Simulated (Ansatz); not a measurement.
# C4Cl3CoO4Si: basis-set convergence

The task here is to estimate one member of a computed series from the others.

Program: Ansatz 0.2.0, Gaussian basis. Level of theory: one geometry, several basis sets. These are calculated values, not measurements.

The runs, in order: PBE0-D4/def2-SVP; ωB97M-V/def2-SVP; PBE0-D4/def2-QZVPP; ωB97M-V/def2-QZVPP; the functionals' def2-TZVPP values are taken from earlier runs.

**The relaxed structure**

An earlier PBE0-D4 in a triple-zeta def2 set relaxation fixed the geometry.

SMILES `[O+]#[C][Co-4]([C]#[O+])([C]#[O+])([C]#[O+])[Si](Cl)(Cl)Cl`, 13 atoms, charge 0, spin multiplicity 1.

Atoms are counted from 1 here; the program's logs count them from 0.

Bond lengths: O1–C2 1.133 Å, C2–Co3 1.788 Å, Co3–C4 1.789 Å, Co3–C6 1.788 Å, Co3–C8 1.788 Å, Co3–Si10 2.277 Å, C4–O5 1.131 Å, C6–O7 1.133 Å, C8–O9 1.133 Å, Si10–Cl11 2.051 Å, Si10–Cl12 2.051 Å, Si10–Cl13 2.051 Å. Angles: O1–C2–Co3 178.4°, C2–Co3–C4 95.6°, C2–Co3–C6 119.0°, C2–Co3–C8 119.1°, C2–Co3–Si10 84.5°, C4–Co3–C6 95.6°, C4–Co3–C8 95.5°, C4–Co3–Si10 180.0°, C6–Co3–C8 119.1°, C6–Co3–Si10 84.5°, C8–Co3–Si10 84.4°, Co3–C4–O5 180.0°, Co3–C6–O7 178.4°, Co3–C8–O9 178.4°, Co3–Si10–Cl11 112.5°, Co3–Si10–Cl12 112.5°, Co3–Si10–Cl13 112.5°, Cl11–Si10–Cl12 106.3° and more.

Set-up of the first run:

Input file in.yaml:

```yaml
crystal:
  periodic: [false, false, false]
  atoms:
    - {symbol: O, position_ang: [-0.582144, -1.755916, -2.276066]}
    - {symbol: C, position_ang: [-0.564883, -1.010034, -1.422869]}
    - {symbol: Co, position_ang: [-0.584555, 0.178213, -0.087428]}
    - {symbol: C, position_ang: [-2.279393, 0.694111, -0.339504]}
    - {symbol: O, position_ang: [-3.350853, 1.020075, -0.498559]}
    - {symbol: C, position_ang: [0.130212, 1.794980, -0.353731]}
    - {symbol: O, position_ang: [0.554601, 2.831478, -0.527374]}
    - {symbol: C, position_ang: [-0.827553, -0.399300, 1.586736]}
    - {symbol: O, position_ang: [-1.011897, -0.757144, 2.646244]}
    - {symbol: Si, position_ang: [1.571234, -0.478992, 0.234723]}
    - {symbol: Cl, position_ang: [1.727614, -2.480318, 0.656254]}
    - {symbol: Cl, position_ang: [2.748764, -0.145040, -1.411271]}
    - {symbol: Cl, position_ang: [2.468844, 0.507887, 1.792864]}
basis:
  gaussian: {orbitals: def2-SVP}
hamiltonian: {xc: pbe0, dispersion: d4}
output: {orbitals: {seedname: orbitals}}
```

Among the steps run: PBE0-D4 in def2-SVP; ωB97M-V in def2-SVP; PBE0-D4 in def2-QZVPP; ωB97M-V in def2-QZVPP.

One of the session's tables, all rows but one given; the rest of the session is left out.

It belongs to the step «Density functionals: the series». 

```
functional       basis  HOMO (eV)
   PBE0-D4    def2-SVP      -8.00
   PBE0-D4  def2-TZVPP      -8.10
   PBE0-D4  def2-QZVPP      -8.13
   ωB97M-V    def2-SVP     -10.12
   ωB97M-V  def2-TZVPP     -10.29
   ωB97M-V  def2-QZVPP          ?
```

Q: Estimate the row for ωB97M-V, def2-QZVPP from the others.

The run gave: HOMO (eV): -10.33. In the column «HOMO (eV)» it is the lowest.
